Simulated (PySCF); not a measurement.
**MoF₃⁺: structure of the triplet**

Aim: relax MoF₃⁺ as a triplet from a trigonal planar start, check by its vibrations whether the end is a minimum, and collect its spectrum and constants.

Computed with PySCF 2.14.0. Level: PBE0, basis Mo def2-TZVP with ECP28, F def2-TZVP, scalar-relativistic core potentials, no spin–orbit coupling, density fitting.

### Step 1. Where the work starts

4 atoms, charge 1, spin multiplicity 3.

Bond lengths: Mo1–F2 1.980 Å, Mo1–F3 1.980 Å, Mo1–F4 1.980 Å. Angles: F2–Mo1–F3 120.0°, F2–Mo1–F4 120.0°, F3–Mo1–F4 120.0°.

Z-matrix (Å, degrees; charge 1 multiplicity 3):
```
Mo
F  1 1.9796
F  1 1.9796 2 120.00
F  1 1.9796 2 120.00 3 180.00
```

### Step 2. Relaxation: trigonal planar start, triplet

The steps below are one call of a driver around PySCF. For each, scf.py gives the equivalent set-up of the SCF; relaxations use the driver's own optimiser. Before each start the driver seeks the lowest SCF state from one or more starting densities and follows internal instabilities, so scf.py alone need not reach the same state.

The program finds D3h symmetry in the start, which this walk keeps.

Input file scf.py:

```python
from pyscf import gto, scf, dft
mol = gto.M(atom='''
Mo     0.000000    -0.000000     0.000000
F      1.979609    -0.000008    -0.000000
F     -0.989798     1.714396     0.000000
F     -0.989812    -1.714388    -0.000000''',
    basis={'Mo': 'def2-TZVP', 'F': 'def2-TZVP'},
    ecp={'Mo': 'def2-TZVP'},
    charge=1, spin=2)
mf = dft.UKS(mol, xc='PBE0')
mf.grids.atom_grid = (50, 194)
aux = {'Mo': 'def2-universal-JKFIT', 'F': 'def2-universal-JKFIT'}
mf = mf.density_fit(auxbasis=aux)
mf.kernel()
```

Energy and gradient, step by step:

```
step  energy (Eh)  change (kJ/mol)  largest symmetric gradient (Eh/bohr)
   0  -367.262882             0.00                               0.09913
   1  -367.329129          -173.93                               0.02901
   2  -367.330565          -177.70                               0.02445
   3  -367.332390          -182.49                               0.00214
   4  -367.332405          -182.53                               0.00015
   5  -367.332405          -182.53                               0.00000
```

The walk took 28 s on 8 threads, shared host.

Positions (Å) and forces (eV/Å) along the way, with the part that breaks the symmetry left in:

```
step 0
Mo   0.000   0.000   0.000   0.968   0.057   0.000
F    1.980   0.000   0.000  -5.436  -0.017   0.000
F   -0.990   1.714   0.000   2.236  -4.420   0.000
F   -0.990  -1.714   0.000   2.232   4.380   0.000
step 1
Mo   0.000   0.000   0.000   1.723   0.100   0.000
F    1.813   0.000   0.000  -2.157  -0.027   0.000
F   -0.907   1.570   0.000   0.222  -1.249   0.000
F   -0.907  -1.570   0.000   0.212   1.177   0.000
step 3
Mo   0.000   0.000   0.000   1.946   0.106   0.000
F    1.777   0.000   0.000  -0.870  -0.029   0.000
F   -0.889   1.539   0.000  -0.532  -0.038   0.000
F   -0.889  -1.539   0.000  -0.544  -0.039   0.000
step 5
Mo   0.000   0.000   0.000   1.964   0.104   0.000
F    1.775   0.000   0.000  -0.767  -0.028   0.000
F   -0.887   1.537   0.000  -0.593   0.059   0.000
F   -0.887  -1.537   0.000  -0.604  -0.135   0.000
```

End point (D3h, 5 steps, 182.5 kJ/mol gained): Mo–F 1.775 Å (×3); F–Mo–F 120.0° (×3). A gradient of 0.0382 Eh/bohr that breaks the symmetry is left: this electronic state wants a lower symmetry.

### Step 3. Relaxing without the symmetry constraint

The geometry is nudged along the force that breaks the symmetry.

The program finds Cs symmetry in the start, which may break.

scf.py, as its differences from that of step 2:

```diff
@@ -3,4 +3,4 @@
-Mo     0.000000    -0.000000     0.000000
-F      1.979609    -0.000008    -0.000000
-F     -0.989798     1.714396     0.000000
-F     -0.989812    -1.714388    -0.000000''',
+Mo     0.035949     0.003972     0.000000
+F      1.710569    -0.006326     0.000000
+F     -0.947457     1.537374    -0.000000
+F     -0.948370    -1.551519     0.000000''',
```

Energy and gradient, step by step:

```
step  energy (Eh)  change (kJ/mol)  largest gradient (Eh/bohr)
   0  -367.326907             0.00                     0.09816
   1  -367.335145           -21.63                     0.02359
   2  -367.336081           -24.09                     0.00912
   3  -367.336769           -25.89                     0.00597
   4  -367.336817           -26.02                     0.00175
   5  -367.336825           -26.04                     0.00022
   6  -367.336825           -26.04                     0.00031
   7  -367.336826           -26.04                     0.00036
   8  -367.336827           -26.04                     0.00043
   9  -367.336829           -26.05                     0.00027
```

The walk took 58 s.

It settles in C2v symmetry, 26.1 kJ/mol below the start, after 9 steps: Mo–F 1.758 Å, Mo–F 1.779 Å (×2); F–Mo–F 105.2°, F–Mo–F 127.4° (×2).

### Step 4. Vibrations and properties at this point

On the finer grid the gradient is checked again; gradients at displacements of ±0.01 bohr then give force constants and infrared intensities.

scf.py, as its differences from that of step 3:

```diff
@@ -3,4 +3,4 @@
-Mo     0.035949     0.003972     0.000000
-F      1.710569    -0.006326     0.000000
-F     -0.947457     1.537374    -0.000000
-F     -0.948370    -1.551519     0.000000''',
+Mo     0.045680    -0.000129    -0.000000
+F      1.804116    -0.005079    -0.000000
+F     -1.023667     1.422532     0.000000
+F     -1.031660    -1.416747     0.000000''',
@@ -11 +11 @@
-mf.grids.atom_grid = (50, 194)
+mf.grids.atom_grid = (75, 302)
```

This SCF starts from the last density.

SCF at the final geometry:

```text
init E= -367.336979857892
[... the frontier-level lines of each cycle are left out ...]
cycle= 1 E= -367.33697985786  delta_E= 3.23e-11  |g|= 1.12e-05  |ddm|= 7.76e-06
cycle= 2 E= -367.336979857654  delta_E= 2.06e-10  |g|= 2.72e-05  |ddm|= 1.7e-05
cycle= 3 E= -367.336979857902  delta_E= -2.47e-10  |g|= 6.12e-07  |ddm|= 1.2e-05
cycle= 4 E= -367.336979857903  delta_E= -1.48e-12  |g|= 2.65e-07  |ddm|= 3.8e-07
Extra cycle  E= -367.336979857901  delta_E= 2.39e-12  |g|= 5.82e-07  |ddm|= 4.71e-07
converged SCF energy = -367.336979857901  <S^2> = 2.0067671  2S+1 = 3.004508
```

The whole step took 2 min.

Geometry: C2v; Mo–F 1.758 Å, Mo–F 1.780 Å (×2); F–Mo–F 105.8°, F–Mo–F 127.1° (×2).

Modes, for the most abundant isotopes:

| symmetry | ω (cm⁻¹) | IR (km/mol) | type |
| --- | --- | --- | --- |
| b1 | 71 | 26.8 | bend |
| b2 | 73 | 34.4 | bend |
| a1 | 197 | 6.2 | bend |
| b2 | 734 | 210 | stretch |
| a1 | 788 | 0.2 | stretch |
| a1 | 846 | 222 | stretch |

Every mode is real; the point is a minimum.

Properties at this point:

```
Dipole moment about the centre of mass                          : 1.03 D
Highest occupied level                                          : -15.26 eV
Lowest empty level                                              : -11.81 eV
Rotational constants                                            : 0.2201, 0.165, 0.09431 cm⁻¹
Zero-point energy                                               : 16.2 kJ/mol
Principal polarisabilities                                      : 21.7, 31.0, 33.5 bohr³
Principal traceless quadrupole moments about the centre of mass : -1.86, -1.31, 3.17 D Å
Entropy at 298.15 K and 1 bar (electronic part: spin only)      : 328.6 J/(mol K)
Heat capacity Cp at 298.15 K                                    : 65.9 J/(mol K)
Enthalpy at 298.15 K above 0 K                                  : 16.20 kJ/mol
Rotational symmetry number                                      : 2
Spin squared ⟨S²⟩                                               : 2.007
```

Charges (e) and bond orders:

```
atom  Mulliken  Löwdin  polar tensor  spin (Mulliken)  Mayer order to Mo1
 Mo1      1.88    1.29          2.77             1.95                   –
  F2     -0.28   -0.08         -0.58            -0.04                1.13
F3,4     -0.30   -0.11         -0.59             0.05                1.09
```

Outer orbital energies (eV). α occupied: -21.19, -20.83, -20.08, -19.99, -19.73, -19.42, -15.60, -15.26; empty: -11.81, -9.81, -9.02, -6.08. β occupied: -21.95, -21.13, -20.98, -20.10, -19.95, -19.71, -19.62, -19.42; empty: -10.90, -10.68, -10.29, -9.07.

Mulliken populations on Mo1 (outside its core potential): s 2.26, p 6.16, d 3.62, f 0.08.

### Step 5. Outcome

| quantity | value |
| --- | --- |
| minimum | triplet, C2v |
| geometry | Mo–F 1.758 Å, Mo–F 1.780 Å (×2); F–Mo–F 105.8°, F–Mo–F 127.1° (×2) |
| wavenumbers (cm⁻¹) | 71 (b1), 73 (b2), 197 (a1), 734 (b2), 788 (a1), 846 (a1) |
| dipole moment (centre of mass) | 1.03 D |
| highest occupied, lowest empty level (either spin) | -15.26, -11.81 eV |
| polar-tensor charge of Mo1 | +2.77 e |
| zero-point energy | 16.2 kJ/mol |
| entropy at 298.15 K | 328.6 J/(mol K) |
| ⟨S²⟩ | 2.007 |

In words: The trigonal planar start (D3h) ends in a minimum of C2v symmetry. The strongest infrared band lies at 846 cm⁻¹ (a1, stretch). Most of the spin sits on Mo1 (Mulliken spin 1.95, against 2 for the whole molecule). Other starts or spin states, not run here, may lie lower. The soft modes, below some 90 cm⁻¹, carry numerical noise of tens of cm⁻¹, and the entropy with them. One determinant may miss the lowest occupation of an open d or f shell.

The search up to here took 4.1 min.
